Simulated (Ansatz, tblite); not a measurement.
# Ga3Sb3 wurtzite hole sphere (Ga₃Sb₃H₁₂): charged states by level of theory, part 2 of 2

What does removing or adding an electron cost or gain for Ga3Sb3 wurtzite hole sphere (Ga₃Sb₃H₁₂)? Each charged state is run at several levels.

Ansatz 0.2.0, Gaussian basis; as each input shows.

## (7) Charge +1 doublet, PBE0-D4/def2-TZVP

Contents of in.yaml:

```yaml
crystal:
  periodic: [false, false, false]
  atoms:
    - {symbol: Sb, position_ang: [-0.111057, -2.417428, -0.243394]}
    - {symbol: Ga, position_ang: [-2.560859, -1.471890, 0.569706]}
    - {symbol: Sb, position_ang: [-2.145375, 1.120408, -0.245491]}
    - {symbol: Ga, position_ang: [2.280766, -1.495337, 0.483721]}
    - {symbol: Sb, position_ang: [2.201476, 1.264706, -0.229973]}
    - {symbol: Ga, position_ang: [-0.144260, 2.724434, 0.477357]}
    - {symbol: H, position_ang: [-0.018939, -4.075055, 0.161976]}
    - {symbol: H, position_ang: [-0.008357, -2.614252, -1.939518]}
    - {symbol: H, position_ang: [-3.612956, -2.077201, -0.416775]}
    - {symbol: H, position_ang: [-2.450733, -1.407612, 2.130640]}
    - {symbol: H, position_ang: [-2.267166, 1.307322, -1.941443]}
    - {symbol: H, position_ang: [-3.530770, 2.034271, 0.162111]}
    - {symbol: H, position_ang: [3.323953, -1.515356, -0.713553]}
    - {symbol: H, position_ang: [2.483806, -1.394290, 2.030392]}
    - {symbol: H, position_ang: [2.519778, 1.444862, -1.902808]}
    - {symbol: H, position_ang: [3.603066, 2.071062, 0.329809]}
    - {symbol: H, position_ang: [0.044797, 2.852989, 2.023774]}
    - {symbol: H, position_ang: [0.363430, 3.632569, -0.722430]}
basis:
  gaussian: {orbitals: def2-TZVP, initial_orbitals: start.molden}
total_charge: 1
magnetization: {spin_polarized: true, initial_magnetization: 1}
hamiltonian: {xc: pbe0, dispersion: d4}
scf: {omitted_lower_state_checks: [starts]}
output: {orbitals: {seedname: orbitals}}
```

The run is started by

```sh
> ansatz run in.yaml --threads 2 --pin off --events-out ev --progress --plain --max-ram 31744MiB --backend cuda --devices 0, --max-vram 18GiB
```

Standard output:

```text
Functional definition: PBE0
  name "PBE0"
  cite "Adamo & Barone, J. Chem. Phys. 110, 6158 (1999) doi:10.1063/1.478522"
  cite "Perdew, Burke & Ernzerhof, Phys. Rev. Lett. 77, 3865 (1996) doi:10.1103/PhysRevLett.77.3865"
  parent pbe
  parameter a = 0.25
  parameter kappa = 0.804
  parameter beta = 0.06672455060314922
  exchange = (1 - a)*pbe_x(kappa = kappa, mu = beta*pi^2/3) + a*exact_x
  correlation = pbe_c(beta = beta)
these checks for a lower state are left out or cut short: starts
2952 factors; integrals over basis functions are off by at most 1.2e-3 eV
mean field evaluation 1: about -176913.2723 eV, gradient 1.2e2 eV
mean field evaluation 2: about -176914.9855 eV, gradient 3.5e0 eV
mean field evaluation 4: about -176915.1939 eV, gradient 2.6e-1 eV
mean field evaluation 8: about -176915.1958 eV, gradient 3.6e-5 eV
mean field -176915.19583880 eV, -6501.5135296490 hartree, gradient 3.6e-5 eV, S^2 0.756325; 0 other end points of the search recorded, 0 dependent functions left out
reference -176915.19589724 eV, -6501.5135317968 hartree; 87, 86 occupied and 279, 280 virtual orbitals, 2952 factors
Total energy: -176915.85705781 eV, -6501.5378289996 hartree
Checks for a lower state left out: starts
```

Run time: 6.5 s. Hardware: 1 × H100 (card shared with other runs) with 2 threads of AMD EPYC 7R13, shared host; peak host memory 0.98 GiB.

HOMO -10.74 eV, LUMO -8.56 eV (over both spins); ⟨S²⟩ 0.756 (pure: 0.75).

## (8) Charge +1 doublet, PBE-D4/def2-TZVP

in.yaml, as its differences from that of step 7:

```diff
@@ -25,3 +25,3 @@
 magnetization: {spin_polarized: true, initial_magnetization: 1}
-hamiltonian: {xc: pbe0, dispersion: d4}
+hamiltonian: {xc: pbe, dispersion: d4}
 scf: {omitted_lower_state_checks: [starts]}
```

The command is unchanged.

Standard output:

```text
Functional definition: PBE
  name "PBE"
  cite "Perdew, Burke & Ernzerhof, Phys. Rev. Lett. 77, 3865 (1996) doi:10.1103/PhysRevLett.77.3865"
  parent pbe
  parameter kappa = 0.804
  parameter beta = 0.06672455060314922
  exchange = pbe_x(kappa = kappa, mu = beta*pi^2/3)
  correlation = pbe_c(beta = beta)
these checks for a lower state are left out or cut short: starts
2781 factors; their error is unknown
mean field evaluation 1: about -176910.4444 eV, gradient 1.1e1 eV
mean field evaluation 2: about -176910.7574 eV, gradient 4.2e-1 eV
mean field evaluation 4: about -176910.7065 eV, gradient 3.7e-2 eV
mean field evaluation 8: about -176910.7065 eV, gradient 9.8e-6 eV
mean field -176910.70652279 eV, -6501.3485503287 hartree, gradient 9.8e-6 eV, S^2 0.752940; 0 other end points of the search recorded, 0 dependent functions left out
reference -176910.70659997 eV, -6501.3485531652 hartree; 87, 86 occupied and 279, 280 virtual orbitals, 2781 factors
Total energy: -176911.44593176 eV, -6501.3757231072 hartree
Checks for a lower state left out: starts
```

Run time: 4.6 s. Hardware: 1 × H100 (card shared with other runs) with 2 threads of AMD EPYC 7R13, shared host; peak host memory 0.99 GiB.

From the report: HOMO -9.73 eV, LUMO -9.16 eV (over both spins); ⟨S²⟩ 0.753 (pure: 0.75).

## (9) Adiabatic ionisation energy

Charged state less starting state, singlet to doublet; the starting state's energies are those of its earlier runs.

```tsv
level	adiabatic ionisation energy (eV)	time
PBE-D4/def2-TZVP	+7.93	6.7 s
PBE0-D4/def2-TZVP	+8.08	11 s
```

Times add the two runs; a level without a time comes out of a correlated run.

## (10) Charge -1 doublet at the fixed geometry, PBE0-D4/def2-TZVP

Contents of in.yaml:

```yaml
crystal:
  periodic: [false, false, false]
  atoms:
    - {symbol: Sb, position_ang: [-0.005324, -2.340622, -0.223938]}
    - {symbol: Ga, position_ang: [-2.442164, -1.403375, 0.501683]}
    - {symbol: Sb, position_ang: [-2.027406, 1.172938, -0.226722]}
    - {symbol: Ga, position_ang: [2.435774, -1.414149, 0.500992]}
    - {symbol: Sb, position_ang: [2.026668, 1.163628, -0.227859]}
    - {symbol: Ga, position_ang: [0.003650, 2.815417, 0.493023]}
    - {symbol: H, position_ang: [-0.010692, -4.035870, 0.052188]}
    - {symbol: H, position_ang: [-0.006545, -2.452223, -1.938094]}
    - {symbol: H, position_ang: [-3.530536, -2.032451, -0.449887]}
    - {symbol: H, position_ang: [-2.457794, -1.410391, 2.079252]}
    - {symbol: H, position_ang: [-2.129934, 1.229611, -1.940451]}
    - {symbol: H, position_ang: [-3.492634, 2.023095, 0.055026]}
    - {symbol: H, position_ang: [3.521048, -2.044820, -0.452968]}
    - {symbol: H, position_ang: [2.454379, -1.420975, 2.078426]}
    - {symbol: H, position_ang: [2.125288, 1.216609, -1.942032]}
    - {symbol: H, position_ang: [3.495256, 2.010434, 0.048517]}
    - {symbol: H, position_ang: [0.003284, 2.838763, 2.070473]}
    - {symbol: H, position_ang: [0.008282, 4.068581, -0.463529]}
basis:
  gaussian: {orbitals: def2-TZVP}
total_charge: -1
magnetization: {spin_polarized: true, initial_magnetization: 1}
hamiltonian: {xc: pbe0, dispersion: d4}
scf: {omitted_lower_state_checks: [starts]}
output: {orbitals: {seedname: orbitals}}
```

The command is unchanged.

Standard output:

```text
Functional definition: PBE0
  name "PBE0"
  cite "Adamo & Barone, J. Chem. Phys. 110, 6158 (1999) doi:10.1063/1.478522"
  cite "Perdew, Burke & Ernzerhof, Phys. Rev. Lett. 77, 3865 (1996) doi:10.1103/PhysRevLett.77.3865"
  parent pbe
  parameter a = 0.25
  parameter kappa = 0.804
  parameter beta = 0.06672455060314922
  exchange = (1 - a)*pbe_x(kappa = kappa, mu = beta*pi^2/3) + a*exact_x
  correlation = pbe_c(beta = beta)
these checks for a lower state are left out or cut short: starts
2952 factors; integrals over basis functions are off by at most 1.3e-3 eV
mean field evaluation 1: about -176920.8878 eV, gradient 3.2e1 eV
mean field evaluation 2: about -176919.3811 eV, gradient 4.2e1 eV
mean field evaluation 4: about -176923.4753 eV, gradient 1.7e0 eV
mean field evaluation 8: about -176923.5879 eV, gradient 2.2e-1 eV
mean field evaluation 16: about -176923.5895 eV, gradient 3.1e-3 eV
mean field -176923.58946748 eV, -6501.8219898138 hartree, gradient 2.3e-5 eV, S^2 0.757067; 0 other end points of the search recorded, 0 dependent functions left out
reference -176923.58952759 eV, -6501.8219920226 hartree; 88, 87 occupied and 278, 279 virtual orbitals, 2952 factors
Total energy: -176924.36932501 eV, -6501.8506490492 hartree
Checks for a lower state left out: starts
```

Wall time 9.5 s (1 × H100 (card shared with other runs) with 2 threads of AMD EPYC 7R13, shared host); peak host memory 1 GiB.

Report: HOMO 0.88 eV, LUMO 2.52 eV (over both spins); ⟨S²⟩ 0.757 (pure: 0.75). Doubts: highest occupied level lies above zero.

## (11) Charge -1 doublet at the fixed geometry, PBE-D4/def2-TZVP

in.yaml, as its differences from that of step 10:

```diff
@@ -22,6 +22,6 @@
 basis:
-  gaussian: {orbitals: def2-TZVP}
+  gaussian: {orbitals: def2-TZVP, initial_orbitals: start.molden}
 total_charge: -1
 magnetization: {spin_polarized: true, initial_magnetization: 1}
-hamiltonian: {xc: pbe0, dispersion: d4}
+hamiltonian: {xc: pbe, dispersion: d4}
 scf: {omitted_lower_state_checks: [starts]}
```

Launched as before.

Standard output:

```text
Functional definition: PBE
  name "PBE"
  cite "Perdew, Burke & Ernzerhof, Phys. Rev. Lett. 77, 3865 (1996) doi:10.1103/PhysRevLett.77.3865"
  parent pbe
  parameter kappa = 0.804
  parameter beta = 0.06672455060314922
  exchange = pbe_x(kappa = kappa, mu = beta*pi^2/3)
  correlation = pbe_c(beta = beta)
these checks for a lower state are left out or cut short: starts
2781 factors; their error is unknown
mean field evaluation 1: about -176918.8089 eV, gradient 1.1e1 eV
mean field evaluation 2: about -176919.1160 eV, gradient 3.8e-1 eV
mean field evaluation 4: about -176919.0669 eV, gradient 3.2e-2 eV
mean field evaluation 8: about -176919.0669 eV, gradient 2.4e-5 eV
mean field -176919.06691142 eV, -6501.6557889442 hartree, gradient 2.6e-5 eV, S^2 0.753233; 0 other end points of the search recorded, 0 dependent functions left out
reference -176919.06699237 eV, -6501.6557919188 hartree; 88, 87 occupied and 278, 279 virtual orbitals, 2781 factors
Total energy: -176919.94049445 eV, -6501.6878925283 hartree
Checks for a lower state left out: starts
```

Run time: 6 s. Hardware: 1 × H100 (card shared with other runs) with 2 threads of AMD EPYC 7R13, shared host; peak host memory 1 GiB.

From the report: HOMO 1.30 eV, LUMO 1.76 eV (over both spins); ⟨S²⟩ 0.753 (pure: 0.75). Doubts: highest occupied level lies above zero.

## (12) Charge -1 doublet at the fixed geometry, LC-ωPBE/def2-TZVP

in.yaml, as its differences from that of step 11:

```diff
@@ -25,3 +25,3 @@
 magnetization: {spin_polarized: true, initial_magnetization: 1}
-hamiltonian: {xc: pbe, dispersion: d4}
+hamiltonian: {xc: {name: LC-wPBE}}
 scf: {omitted_lower_state_checks: [starts]}
```

Same command.

Standard output:

```text
Functional definition: LC-wPBE
  name "LC-wPBE"
  cite "Vydrov & Scuseria, J. Chem. Phys. 125, 234109 (2006) doi:10.1063/1.2409292"
  cite "Heyd & Scuseria, J. Chem. Phys. 120, 7274 (2004) doi:10.1063/1.1668634"
  cite "Ernzerhof & Perdew, J. Chem. Phys. 109, 3313 (1998) doi:10.1063/1.476928"
  cite "Perdew, Burke & Ernzerhof, Phys. Rev. Lett. 77, 3865 (1996) doi:10.1103/PhysRevLett.77.3865"
  parent pbe
  parameter omega = 0.4/bohr
  exchange = pbe_x_sr(omega) + exact_x_lr(omega)
  correlation = pbe_c
these checks for a lower state are left out or cut short: starts
2781 factors; their error is unknown
942 factors; integrals over basis functions are off by at most 1.5e-5 eV
mean field evaluation 1: about -176925.8686 eV, gradient 9.6e0 eV
mean field evaluation 2: about -176926.2465 eV, gradient 4.4e-1 eV
mean field evaluation 4: about -176926.1991 eV, gradient 2.1e-1 eV
mean field evaluation 8: about -176926.1993 eV, gradient 5.6e-5 eV
mean field -176926.19928697 eV, -6501.9178989109 hartree, gradient 1.4e-5 eV, S^2 0.766668; 0 other end points of the search recorded, 0 dependent functions left out
reference -176926.19928698 eV, -6501.9178989114 hartree; 88, 87 occupied and 278, 279 virtual orbitals, 2781 factors
Total energy: -176926.19928698 eV, -6501.9178989114 hartree
Checks for a lower state left out: starts
```

Run time: 11 s. Hardware: 1 × H100 (card shared with other runs) with 2 threads of AMD EPYC 7R13, shared host; peak host memory 1 GiB.

From the report: HOMO -0.46 eV, LUMO 4.38 eV (over both spins); ⟨S²⟩ 0.767 (pure: 0.75).

## (13) Vertical electron affinity

Starting state less charged state (positive: the electron is bound), singlet to doublet; the starting state's energies are those of its earlier runs.

```tsv
level	vertical electron affinity (eV)	time
PBE-D4/def2-TZVP	+0.57	8.1 s
PBE0-D4/def2-TZVP	+0.43	14 s
LC-ωPBE/def2-TZVP	+0.05	15 s
```

Times add the two runs; a level without a time comes out of a correlated run.

Beside −ε(LUMO) of the starting state:

```tsv
level	−ε(LUMO) (eV)	by difference (eV)	mismatch (eV)
PBE-D4/def2-TZVP	2.30	0.57	+1.73
PBE0-D4/def2-TZVP	1.60	0.43	+1.17
LC-ωPBE/def2-TZVP	-0.39	0.05	-0.44
```

## (14) What came out

What follows sums up all 2 parts.

| quantity | value |
| --- | --- |
| vertical ionisation energy, functionals in def2-TZVP | 8.47 (PBE-D4) to 9.04 eV (LC-ωPBE) |
| adiabatic ionisation energy, functionals in def2-TZVP | 7.93 (PBE-D4) to 8.08 eV (PBE0-D4) |
| vertical electron affinity, functionals in def2-TZVP | 0.05 (LC-ωPBE) to 0.57 eV (PBE-D4) |
| relaxation of the cation side, PBE-D4/def2-TZVP | 0.54 eV |

In words: The vertical ionisation energy spans 8.47 to 9.04 eV over the functionals. −ε(HOMO) misses the level's own difference by +0.64 eV at best (LC-ωPBE) and -2.07 eV at worst (PBE-D4). The adiabatic ionisation energy spans 7.93 to 8.08 eV over the functionals. The vertical electron affinity spans 0.05 to 0.57 eV over the functionals. The anion's highest level lies above zero where self-interaction lifts it, so diffuse functions weigh on these values. −ε(LUMO) misses the level's own difference by -0.44 eV at best (LC-ωPBE) and +1.73 eV at worst (PBE-D4). Relaxing the oxidised state gains 0.54 eV at PBE-D4/def2-TZVP.
